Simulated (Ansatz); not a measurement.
# CSe (SMILES [C][Se]): levels of theory compared

We compute a comparison of 6 runs (BHLYP/STO-3G, CAM-B3LYP/STO-3G, PBE/STO-3G, SVWN5/STO-3G, UPBE0/STO-3G, RPA@PBE/STO-3G) of CSe. 

The results are computed with Ansatz 0.2.0.

47 further runs of the same task are left out: 17 that didn't finish, 30 set aside as unsound or not needed.

## Step 1: Starting point

CSe has 2 atoms, charge 0, and is taken as a singlet. As SMILES, `[C][Se]`. The Se2–C1 distance was set to 3.343 Å, away from the relaxed value.

## Step 2: A single-point energy at BHLYP/STO-3G (run 1)

The input, input.yaml:

```yaml
crystal:
  periodic: [false, false, false]
  atoms:
    - {symbol: C, position_ang: [0.000000, 0.000000, -1.679820]}
    - {symbol: Se, position_ang: [-0.000000, -0.000000, 1.662780]}
basis:
  gaussian:
    orbitals: STO-3G
hamiltonian:
  xc: {name: BHLYP}
accuracy: high
```

On the command line:

```sh
$ ansatz run input.yaml --threads 1 --pin off --max-ram 3480MiB --events-out events.jsonl --progress --plain --runs-dir runs
```

The log of the run:

```text
Warning: RAYON_NUM_THREADS=1 ignored (pool sized by the plan → 1); use --threads N
Functional definition: BHLYP
  name "BHLYP"
  parameter a = 0.5
  exchange = (1 - a)*b88_x + a*exact_x
  correlation = lyp_c
267 factors; integrals over basis functions are off by at most 3.4e-8 eV
mean field evaluation 1: about -65607.8247 eV, gradient 2.1e1 eV
mean field evaluation 2: about -65475.5729 eV, gradient 2.9e1 eV
mean field evaluation 4: about -65476.1540 eV, gradient 2.6e1 eV
mean field evaluation 8: about -65636.4603 eV, gradient 4.8e0 eV
mean field evaluation 16: about -65637.0295 eV, gradient 6.5e-8 eV
mean field -65637.02951647 eV, -2412.1163443537 hartree, gradient 5.3e-8 eV, S^2 0.000000; 2 other end points of the search recorded, 0 dependent functions left out
reference -65637.02953261 eV, -2412.1163449470 hartree; 20, 20 occupied and 3, 3 virtual orbitals, 267 factors
Total energy: -65637.02953261 eV, -2412.1163449470 hartree
```

It took 0.52 s on 1 thread of Intel Xeon 6975P-C (Granite Rapids), shared host.

## Step 3: The energy at CAM-B3LYP/STO-3G (run 2)

Edit input.yaml of step 2 so:

```diff
@@ -6,6 +6,4 @@
 basis:
-  gaussian:
-    orbitals: STO-3G
-hamiltonian:
-  xc: {name: BHLYP}
+  gaussian: {orbitals: STO-3G}
+hamiltonian: {xc: {name: CAM-B3LYP}}
 accuracy: high
```

On the command line:

```sh
$ ansatz run input.yaml --threads 1 --pin off --max-ram 3480MiB --events-out events.jsonl --progress --plain --runs-dir runs
```

The log of the run:

```text
Warning: RAYON_NUM_THREADS=1 ignored (pool sized by the plan → 1); use --threads N
Functional definition: CAM-B3LYP
  name "CAM-B3LYP"
  parameter alpha = 0.19
  parameter beta = 0.46
  parameter omega = 0.33/bohr
  parameter ac = 0.81
  exchange = (1 - alpha - beta)*b88_x + beta*b88_x_sr(omega) + alpha*exact_x + beta*exact_x_lr(omega)
  correlation = (1 - ac)*vwn5_c + ac*lyp_c
267 factors; integrals over basis functions are off by at most 3.4e-8 eV
104 factors; integrals over basis functions are off by at most 6.2e-10 eV
mean field evaluation 1: about -65606.0099 eV, gradient 2.2e1 eV
mean field evaluation 2: about -65473.4670 eV, gradient 3.0e1 eV
mean field evaluation 4: about -65473.9969 eV, gradient 2.7e1 eV
mean field evaluation 8: about -65634.7893 eV, gradient 4.6e0 eV
mean field evaluation 16: about -65635.3199 eV, gradient 2.7e-5 eV
mean field -65635.31985943 eV, -2412.0535156164 hartree, gradient 7.3e-8 eV, S^2 0.000000; 2 other end points of the search recorded, 0 dependent functions left out
reference -65635.31987086 eV, -2412.0535160364 hartree; 20, 20 occupied and 3, 3 virtual orbitals, 267 factors
Total energy: -65635.31987086 eV, -2412.0535160364 hartree
```

Run time: 0.62 s. Hardware: 1 thread of Intel Xeon 6975P-C (Granite Rapids), shared host.

Runs 3 to 5 aren't shown in full; the table further down has their settings and results.

## Step 4: A single-point energy at RPA@PBE/STO-3G (run 6)

The input, job.yaml:

```yaml
crystal:
  periodic: [false, false, false]
  atoms:
    - symbol: C
      position_ang: [0.000000, 0.000000, -1.679820]
    - symbol: Se
      position_ang: [-0.000000, -0.000000, 1.662780]
basis:
  gaussian:
    orbitals: STO-3G
hamiltonian:
  xc: pbe
correlation:
  method: rpa
  frozen_orbitals: {C: 1, Se: 9}
accuracy: high
```

On the command line:

```sh
$ ansatz run job.yaml --threads 1 --pin off --max-ram 3480MiB --events-out events.jsonl --progress --plain --runs-dir runs
```

The log of the run:

```text
Warning: RAYON_NUM_THREADS=1 ignored (pool sized by the plan → 1); use --threads N
Functional definition: PBE
  name "PBE"
  parameter kappa = 0.804
  parameter beta = 0.06672455060314922
  exchange = pbe_x(kappa = kappa, mu = beta*pi^2/3)
  correlation = pbe_c(beta = beta)
267 factors; integrals over basis functions are off by at most 3.4e-8 eV
mean field evaluation 1: about -65593.5225 eV, gradient 3.1e1 eV
mean field evaluation 2: about -65593.5161 eV, gradient 3.1e1 eV
mean field evaluation 4: about -65589.2386 eV, gradient 1.1e1 eV
mean field evaluation 8: about -65623.3914 eV, gradient 1.4e0 eV
mean field evaluation 16: about -65614.4992 eV, gradient 3.0e1 eV
mean field evaluation 32: about -65623.0861 eV, gradient 7.5e-2 eV
mean field evaluation 64: about -65622.4090 eV, gradient 2.3e0 eV
mean field evaluation 96: about -65623.3952 eV, gradient 1.7e-1 eV
mean field evaluation 128: about -65622.7698 eV, gradient 2.1e-1 eV
mean field evaluation 160: about -65555.1908 eV, gradient 3.6e1 eV
mean field -65623.39653934 eV, -2411.6153416851 hartree, gradient 3.9e-8 eV, S^2 0.000000; 9 other end points of the search recorded, 0 dependent functions left out; unrestricted orbitals would lower it
mean field evaluation 192: about -65599.2293 eV, gradient 1.6e-4 eV
unrestricted determinant -65599.22928952 eV, -2410.7272116351 hartree, S^2 1.9822
10 core orbitals not correlated: weight in the atoms' cores, before any rotation towards them, 1.000 or more for the frozen orbitals, at most 0.000 for the correlated occupied ones
reference -65586.99054077 eV, -2410.2774459143 hartree; 10, 10 occupied and 3, 3 virtual orbitals, 267 factors
Total energy: -65601.01937579 eV, -2410.7929960923 hartree
```

It took 1.9 s on 1 thread of Intel Xeon 6975P-C (Granite Rapids), shared host.

## Step 5: Overview of the runs

```tsv
run	level	frozen core orbitals	energy (Eh)	wall time
1	BHLYP/STO-3G	–	-2412.116345	0.52 s
2	CAM-B3LYP/STO-3G	–	-2412.053516	0.62 s
3	PBE/STO-3G	–	-2411.615342	1.4 s
4	SVWN5/STO-3G	–	-2408.077178	0.74 s
5	UPBE0/STO-3G	–	-2411.891246	3.6 s
6	RPA@PBE/STO-3G	10	-2410.792996	1.9 s
```

## Step 6: Outcome

| quantity | value |
| --- | --- |
| run 6: total energy | -2410.79300 Eh |
| run 6: RPA correlation energy (valence) | -515.6 mEh |

What this shows: Totals of different functionals can't be ranked against each other. In run 6 the log says that unrestricted orbitals would lower the reference, so the values rest on an unstable closed-shell determinant (other closed-shell runs at this shape may share the fault). In runs 1, 2, 3, 4, 5, 6 the basis is minimal, so the values are rough. In runs 1, 2, 3, 4, 6 a closed-shell determinant meets a far-stretched bond, which it describes badly. Spin contamination of the reference: run 5 ⟨S²⟩ = 1.99. Where it is this large, the reference is a mixture of spin states, and values that rest on it are in doubt. All runs together took 8.8 s, the longest 3.6 s.
